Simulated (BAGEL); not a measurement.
# C2FNSe (SMILES N#CC(F)=[Se]) at HF/3-21G (density fitting with qzvpp-jkfit)

What is the electronic atomisation energy of C2FNSe at HF/3-21G (density fitting with qzvpp-jkfit)? 

Program for the calculation: BAGEL 1.2.2.

30 further runs of the same task are left out: 8 that didn't finish, 22 set aside as unsound or not needed.

### 1 The molecule

C2FNSe: 5 atoms, total charge 0, spin state singlet. SMILES: `N#CC(F)=[Se]`. Geometry: a GFN2-xTB relaxation, a rough one for these elements and not checked as a minimum.

Bond lengths: N1–C2 1.148 Å, C2–C3 1.406 Å, C3–F4 1.334 Å, C3–Se5 1.758 Å. Angles: N1–C2–C3 176.7°, C2–C3–F4 115.6°, C2–C3–Se5 123.3°, F4–C3–Se5 121.0°.

### 2 The energy at HF/3-21G (density fitting with qzvpp-jkfit)

calc.json

```json
{ "bagel": [

{
  "title": "molecule",
  "basis": "3-21g",
  "df_basis": "qzvpp-jkfit",
  "angstrom": "true",
  "geometry": [
    { "atom": "N", "xyz": [    0.685730,   -0.934110,    1.714040 ] },
    { "atom": "C", "xyz": [    0.311460,   -0.474250,    0.731390 ] },
    { "atom": "C", "xyz": [   -0.155680,    0.160570,   -0.433170 ] },
    { "atom": "F", "xyz": [   -0.269210,   -0.618980,   -1.509520 ] },
    { "atom": "Se", "xyz": [   -0.572300,    1.866770,   -0.502740 ] }
  ]
},
{
  "title": "hf"
},
{
  "title": "print",
  "file": "orbitals.molden",
  "orbitals": "true"
}

]}
```

Started as:

```sh
$ BAGEL_NUM_THREADS=1 BAGEL calc.json > calc.out
```

The log of the run:

```text
* using 1 threads per process

  ===============================================================
  ===============================================================

  *** Geometry ***

  { "atom" : "N", "xyz" : [      1.295842,     -1.765212,      3.239066 ] },
  { "atom" : "C", "xyz" : [      0.588574,     -0.896203,      1.382127 ] },
  { "atom" : "C", "xyz" : [     -0.294193,      0.303433,     -0.818573 ] },
  { "atom" : "F", "xyz" : [     -0.508733,     -1.169703,     -2.852579 ] },
  { "atom" : "Se", "xyz" : [     -1.081490,      3.527684,     -0.950041 ] },

  Number of auxiliary basis functions:      570

  Since a DF basis is specified, we compute 2- and 3-index integrals:
    o Being stored without compression. Storage requirement is 0.015 GB

  Number of basis functions:       58
  Number of electrons      :       62

    * METHOD: MOLECULE                             0.27

  *** RHF ***

  === Nuclear Repulsion ===
   278.5968325060

      * DIIS with orbital gradients will be used.

  === RHF iteration (3-21g) ===
      0      -2616.55720887          0.02780307           0.07
      1      -2616.60733149          0.02712688           0.07
      2      -2616.76985141          0.00243871           0.06
      3      -2616.77257221          0.00131288           0.07
      4      -2616.77322531          0.00020894           0.07
      5      -2616.77326278          0.00008120           0.07
      6      -2616.77326701          0.00002935           0.06
      7      -2616.77326782          0.00000986           0.07
      8      -2616.77326788          0.00000519           0.07
      9      -2616.77326791          0.00000309           0.07
     10      -2616.77326791          0.00000158           0.07
     11      -2616.77326791          0.00000040           0.07
     12      -2616.77326791          0.00000014           0.07
     13      -2616.77326791          0.00000008           0.07
     14      -2616.77326791          0.00000003           0.07
     15      -2616.77326791          0.00000002           0.07
     16      -2616.77326791          0.00000002           0.07
     17      -2616.77326791          0.00000001           0.07
    * SCF iteration converged.

    * Permanent dipole moment:
           (    0.176092,    -0.405511,     0.301335) a.u.

    * METHOD: HF                                   1.37

    * METHOD: PRINT                                0.01

  ===============================================================
```

It took 1.8 s on 1 thread of Arm Neoverse V1, shared host; peak memory 0.11 GiB.

### 3 The C atom at the same level

calc.json

```json
{ "bagel": [

{
  "title": "molecule",
  "basis": "3-21g",
  "df_basis": "qzvpp-jkfit",
  "angstrom": true,
  "geometry": [
    { "atom": "C", "xyz": [       0.000000,       0.000000,       0.000000 ] }
  ]
},

{ "title": "uhf", "charge": 0, "nopen": 2 },

{ "title": "print", "file": "orbitals.molden", "orbitals": true }

]}
```

Run the same way, it converges to -37.48108 Eh (log not shown).

### 4 The F atom, same level

calc.json

```json
{ "bagel" : [

{
  "title" : "molecule",
  "basis" : "3-21g",
  "df_basis" : "qzvpp-jkfit",
  "angstrom" : "true",
  "geometry" : [
    { "atom" : "F", "xyz" : [       0.000000,       0.000000,       0.000000 ] }
  ]
},

{
  "title" : "uhf",
  "nopen" : 1
},

{
  "title" : "print",
  "file" : "orbitals.molden",
  "orbitals" : "true"
}

]}
```

Run the same way, it converges to -98.84494 Eh (log not shown).

### 5 The N atom, same level

input.json

```json
{ "bagel": [

{
  "title": "molecule",
  "basis": "3-21g",
  "df_basis": "qzvpp-jkfit",
  "angstrom": true,
  "geometry": [
    { "atom": "N", "xyz": [       0.000000,       0.000000,       0.000000 ] }
  ]
},

{ "title": "uhf", "nopen": 3 },

{ "title": "print", "file": "orbitals.molden", "orbitals": true }

]}
```

Run the same way, it converges to -54.10535 Eh (log not shown).

### 6 The Se atom at the same level

hf.json

```json
{ "bagel": [

{
  "title": "molecule",
  "basis": "3-21g",
  "df_basis": "qzvpp-jkfit",
  "angstrom": true,
  "geometry": [
    { "atom": "Se", "xyz": [    0.000000,    0.000000,    0.000000 ] }
  ]
},
{
  "title": "uhf",
  "nopen": 2
},
{
  "title": "print",
  "file": "orbitals.molden",
  "orbitals": true
}

]}
```

Run the same way, it converges to -2388.47102 Eh (log not shown).

### 7 Results

At HF/3-21G (density fitting with qzvpp-jkfit):

```
                     quantity           value
       molecule: total energy  -2616.77327 Eh
      molecule: dipole moment          1.36 D
        molecule: HOMO energy       -10.22 eV
        molecule: LUMO energy        -0.56 eV
      molecule: HOMO–LUMO gap         9.66 eV
         C atom: total energy    -37.48108 Eh
        C atom: dipole moment          0.00 D
                 C atom: ⟨S²⟩           2.001
         F atom: total energy    -98.84494 Eh
        F atom: dipole moment          0.00 D
                 F atom: ⟨S²⟩           0.750
         N atom: total energy    -54.10535 Eh
        N atom: dipole moment          0.00 D
                 N atom: ⟨S²⟩           3.752
        Se atom: total energy  -2388.47102 Eh
       Se atom: dipole moment          0.00 D
                Se atom: ⟨S²⟩           2.000
electronic atomisation energy       10.607 eV
```

In words: Taking the molecule apart into free atoms costs 10.61 eV (245 kcal/mol), before zero-point energy and without spin-orbit coupling. Hartree–Fock lacks the correlation of the bonding pairs, which as a rule makes this value much too low; in minimal bases other errors can mask that. The basis has no polarisation functions, which makes bonds too weak.
